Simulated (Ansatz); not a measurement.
# CH₅GaOSi: up Jacob's ladder to CCSD(T)

One table from this session's results is given with a row withheld; the runs are named, their logs left out.

Method: functionals in def2-TZVPP, the program's frozen cores in correlated methods; program: Ansatz 0.2.0, Gaussian basis.

Plan: LDA (SPW92), PBE-D4, revPBE-D4, BLYP-D4, r2SCAN-D4, B97M-V, PBE0-D4, B3LYP-D4, r2SCANh-D4, r2SCAN0-D4, HSE06-D4, BHLYP-D4, CAM-B3LYP-D4, LC-ωPBE, ωB97X-V, ωB97M-V, B2PLYP, PBE-QIDH; CCSD(T)/def2-SVP; CCSD(T)/def2-TZVPP; MP2/def2-QZVPP; extrapolation to the limit; RPA on PBE.

### The relaxed structure

All runs share one geometry, relaxed beforehand with PBE0-D4 in a triple-zeta def2 set.

9 atoms, charge 0, spin multiplicity 1.

Atoms are counted from 1 here; the program's logs count them from 0.

Bond lengths: C1–Si2 1.842 Å, C1–H5 1.092 Å, C1–H6 1.091 Å, C1–H7 1.096 Å, Si2–O3 1.536 Å, Si2–H8 1.481 Å, O3–Ga4 2.064 Å, Ga4–H9 1.674 Å. Angles: Si2–C1–H5 111.0°, Si2–C1–H6 110.8°, Si2–C1–H7 109.1°, H5–C1–H6 109.9°, H5–C1–H7 107.9°, H6–C1–H7 108.2°, C1–Si2–O3 123.6°, C1–Si2–H8 115.6°, O3–Si2–H8 120.1°, Si2–O3–Ga4 160.7°, O3–Ga4–H9 90.9°.

The first run:

Contents of in.yaml:

```yaml
crystal:
  periodic: [false, false, false]
  atoms:
    - {symbol: C, position_ang: [-0.210363, 1.621658, -0.017440]}
    - {symbol: Si, position_ang: [-0.774367, -0.121228, 0.171208]}
    - {symbol: O, position_ang: [0.149191, -1.336782, 0.000094]}
    - {symbol: Ga, position_ang: [1.430435, -2.703184, -0.866672]}
    - {symbol: H, position_ang: [-0.824932, 2.298743, 0.580084]}
    - {symbol: H, position_ang: [0.837420, 1.722343, 0.268314]}
    - {symbol: H, position_ang: [-0.308046, 1.918113, -1.068323]}
    - {symbol: H, position_ang: [-2.239402, -0.311133, 0.279279]}
    - {symbol: H, position_ang: [2.028463, -3.134630, 0.636456]}
basis:
  gaussian: {orbitals: def2-TZVPP}
hamiltonian: {xc: lda}
output: {orbitals: {seedname: orbitals}}
```

Among the steps run: LDA; PBE-D4 (GGA); revPBE-D4 (GGA); BLYP-D4 (GGA); r2SCAN-D4 (meta-GGA); B97M-V (meta-GGA); PBE0-D4 (hybrid); B3LYP-D4 (hybrid); r2SCANh-D4 (hybrid); r2SCAN0-D4 (hybrid); HSE06-D4 (hybrid); BHLYP-D4 (hybrid); CAM-B3LYP-D4 (range-separated); LC-ωPBE (range-separated); ωB97X-V (range-separated); ωB97M-V (range-separated); B2PLYP (double hybrid); PBE-QIDH (double hybrid).

One of the session's tables, all rows but one given; the rest of the session is left out.

It belongs to the step «Frontier levels by functional». 

| functional | HOMO (eV) | LUMO (eV) | gap (eV) |
| --- | --- | --- | --- |
| LDA (SPW92) | ? | ? | ? |
| PBE-D4 | -3.89 | -2.99 | 0.90 |
| revPBE-D4 | -3.83 | -2.93 | 0.90 |
| BLYP-D4 | -3.77 | -2.88 | 0.90 |
| r2SCAN-D4 | -3.98 | -2.96 | 1.02 |
| B97M-V | -3.90 | -2.92 | 0.97 |
| PBE0-D4 | -4.47 | -2.41 | 2.06 |
| B3LYP-D4 | -4.39 | -2.57 | 1.82 |
| r2SCANh-D4 | -4.20 | -2.73 | 1.47 |
| r2SCAN0-D4 | -4.55 | -2.37 | 2.17 |
| HSE06-D4 | -4.12 | -2.76 | 1.36 |
| BHLYP-D4 | -5.02 | -1.67 | 3.35 |
| CAM-B3LYP-D4 | -5.45 | -1.52 | 3.93 |
| LC-ωPBE | -6.50 | -0.47 | 6.02 |
| ωB97X-V | -6.25 | -0.56 | 5.69 |
| ωB97M-V | -6.19 | -0.71 | 5.48 |

**Question.** Estimate the row for LDA (SPW92).

The run gave: HOMO (eV): -4.03; LUMO (eV): -3.15; gap (eV): 0.88. In the column «HOMO (eV)» it lies between HSE06-D4 (-4.12) and r2SCAN-D4 (-3.98).
